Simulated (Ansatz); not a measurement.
# H₂Se₂O (SMILES O[Se][SeH]): single points off equilibrium

How do the functionals fare away from a minimum? The structure is a structure displaced at random from a GFN2-xTB minimum.

Computed with Ansatz 0.2.0, Gaussian basis. Level: single points in def2-TZVPP.

Correlated methods freeze the cores. Filled d shells of the heavier atoms are correlated.

**1. The starting structure**

SMILES `O[Se][SeH]`, 5 atoms, charge 0, spin multiplicity 1.

Atoms are counted from 1 here; the program's logs count them from 0.

Bond lengths: O1–Se2 1.812 Å, O1–H4 1.002 Å, Se2–Se3 2.256 Å, Se3–H5 1.473 Å. Angles: Se2–O1–H4 116.0°, O1–Se2–Se3 103.6°, Se2–Se3–H5 100.0°.

As a file:

```xyz
5
H2OSe2
O    -1.3156   -0.0018   -0.7843
Se   -0.2718   -1.0273    0.2850
Se    1.3622    0.3829    0.9400
H    -2.0551    0.4979   -0.3282
H     2.3404    0.1587   -0.1385
```

**2. CCSD(T)/def2-TZVPP**

The input, run/in.yaml:

```yaml
crystal:
  periodic: [false, false, false]
  atoms:
    - {symbol: O, position_ang: [-1.315600, -0.001800, -0.784300]}
    - {symbol: Se, position_ang: [-0.271800, -1.027300, 0.285000]}
    - {symbol: Se, position_ang: [1.362200, 0.382900, 0.940000]}
    - {symbol: H, position_ang: [-2.055100, 0.497900, -0.328200]}
    - {symbol: H, position_ang: [2.340400, 0.158700, -0.138500]}
basis:
  gaussian: {orbitals: def2-TZVPP}
correlation: {method: ccsd_t}
output: {forces: true}
```

No record of the launch command was kept for these runs.

**3. PBE0-D4/def2-TZVPP**

Edit run/in.yaml of step 2 so:

```diff
@@ -10,3 +10,3 @@
   gaussian: {orbitals: def2-TZVPP}
-correlation: {method: ccsd_t}
-output: {forces: true}
+hamiltonian: {xc: pbe0, dispersion: d4}
+output: {forces: true, orbitals: {seedname: orbitals}}
```

**4. wB97M-V/def2-TZVPP**

Edit run/in.yaml of step 3 so:

```diff
@@ -10,3 +10,3 @@
   gaussian: {orbitals: def2-TZVPP}
-hamiltonian: {xc: pbe0, dispersion: d4}
-output: {forces: true, orbitals: {seedname: orbitals}}
+hamiltonian: {xc: {name: wB97M-V}}
+output: {forces: true}
```

**5. r2SCAN-D4/def2-TZVPP**

Edit run/in.yaml of step 4 so:

```diff
@@ -10,3 +10,3 @@
   gaussian: {orbitals: def2-TZVPP}
-hamiltonian: {xc: {name: wB97M-V}}
+hamiltonian: {xc: r2scan, dispersion: d4}
 output: {forces: true}
```

**6. PBE-D4/def2-TZVPP**

Edit run/in.yaml of step 5 so:

```diff
@@ -10,3 +10,3 @@
   gaussian: {orbitals: def2-TZVPP}
-hamiltonian: {xc: r2scan, dispersion: d4}
+hamiltonian: {xc: pbe, dispersion: d4}
 output: {forces: true}
```

**7. HSE06-D4/def2-TZVPP**

Edit run/in.yaml of step 6 so:

```diff
@@ -10,3 +10,3 @@
   gaussian: {orbitals: def2-TZVPP}
-hamiltonian: {xc: pbe, dispersion: d4}
+hamiltonian: {xc: hse06, dispersion: d4}
 output: {forces: true}
```

**8. BLYP-D4/def2-TZVPP**

Edit run/in.yaml of step 7 so:

```diff
@@ -10,3 +10,3 @@
   gaussian: {orbitals: def2-TZVPP}
-hamiltonian: {xc: hse06, dispersion: d4}
+hamiltonian: {xc: {name: BLYP}, dispersion: d4}
 output: {forces: true}
```

(Steps that only read results are left out.)

**Question.** What will these runs give? Wanted: energy less free atoms, CCSD(T)/def2-TZVPP; RMS force component; RMS force error; HOMO and LUMO, PBE0-D4; T1 diagnostic.

The runs gave:

| quantity | value |
| --- | --- |
| energy less free atoms, CCSD(T)/def2-TZVPP | -12.872 eV |
| RMS force component | 0.640 to 0.771 eV/Å over the methods |
| RMS force error | PBE0-D4 0.111, wB97M-V 0.091, r2SCAN-D4 0.091, PBE-D4 0.289, HSE06-D4 0.109, BLYP-D4 0.429 eV/Å |
| HOMO and LUMO, PBE0-D4 | -6.88 and -1.16 eV |
| T1 diagnostic | 0.012 |

In words: Against CCSD(T) the functionals' energies less atoms differ by -1.252 to -0.421 eV, PBE-D4 by -1.252 eV. A larger basis would deepen the CCSD(T) value, while the functionals are nearly converged already, so the order here is not reliable. The forces of wB97M-V come nearest to CCSD(T), those of BLYP-D4 are farthest. Frozen-core CCSD(T) forces in triple zeta carry basis errors of their own, and this is one geometry, so small gaps rank nothing.
